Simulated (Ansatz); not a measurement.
In3Se:

```xyz
4
Lattice="4.8038 0.0000 0.0000 0.0000 4.8038 0.0000 0.0000 0.0000 4.8038" Properties=species:S:1:pos:R:3 pbc="T T T"
In    2.4019    2.4019    0.0000
In    2.4019    0.0000    2.4019
In    0.0000    2.4019    2.4019
Se    0.0000    0.0000    0.0000
```

The cell comes from a database or a generator and needn't be the stable form of this composition.

```yaml
Program: Ansatz 0.2.0
Task: relaxation of cell and atoms
Functional: PBEsol
Potentials_or_basis: all-electron LAPW, scalar-relativistic
Basis_error_allowed: 0.002 eV/atom
k_mesh: 6 × 6 × 6
Occupations: fermi-dirac, width 0.05 eV
Spin: no spin polarisation
```

At the start: volume 27.71 Å³/atom.

**Question.** How do energy, volume and symmetry change on relaxing?

**Answer.** Over 5 steps the energy falls by 22.4 meV/atom and the volume is 25.48 Å³/atom (-8.1 %); space group Pm-3m (No. 221, to 0.05 Å).

Step by step:
```tsv
step	energy change (eV)	largest force (eV/Å)	volume (Å³)
1	0.0000	0.0000	110.85
2	-0.0889	0.0000	102.64
3	-0.0895	0.0000	101.78
4	-0.0895	0.0000	101.93
5	-0.0895	0.0000	101.93
```

Final structure:
```
In Se
1.0
     4.67120    0.00000    0.00000
     0.00000    4.67120    0.00000
     0.00000    0.00000    4.67120
In Se
3 1
Direct
  0.50000 0.50000 0.00000
  0.50000 0.00000 0.50000
  0.00000 0.50000 0.50000
  0.00000 0.00000 0.00000
```
